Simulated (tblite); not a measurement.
# AsF3H2O2: the cost of one run

Programs: tblite 0.8.0 and PySCF 2.14.0. All values are calculated, for the isolated system unless a continuum is named. Atoms count from 0, parts from 1.

## Step 1: The system as given

8 atoms, charge 0, multiplicity 1; geometry: rigid parts in contact. Parts: 1 = atoms 0–3, `F[As](F)F`, charge 0; 2 = atoms 4–7, `OO`, charge 0.

## Step 2: Bringing the parts together with GFN2-xTB

The job: settings as JSON, then the geometry in Å.

```
{"job": {"kind": "dock", "xc": "GFN2-xTB", "basis": "xTB"}, "charge": 0, "multiplicity": 1, "parts": [{"atoms": "0-3", "charge": 0, "multiplicity": 1}, {"atoms": "4-7", "charge": 0, "multiplicity": 1}]}
F      0.074166    -0.823621    -1.200928
As     0.635490     0.307777    -0.033313
F      0.131708    -0.674000     1.286285
F     -0.841364     1.189844    -0.052044
O      2.775961    -1.015024    -1.210753
O      2.712642    -2.432119    -1.294935
H      2.158208    -0.744141    -1.901678
H      3.332622    -2.703827    -0.606415
```

Level: GFN2-xTB search for minima from random contacts, gas phase.

The run is started by

```
OMP_NUM_THREADS=1 python cluster_run.py task.json out
```

The driver reads the jobs from task.json and runs them one after another.

Q: Estimate the wall time of this first job on 1 thread of Intel Xeon Platinum 8259CL at 2.50GHz, shared host.

About 17 s.
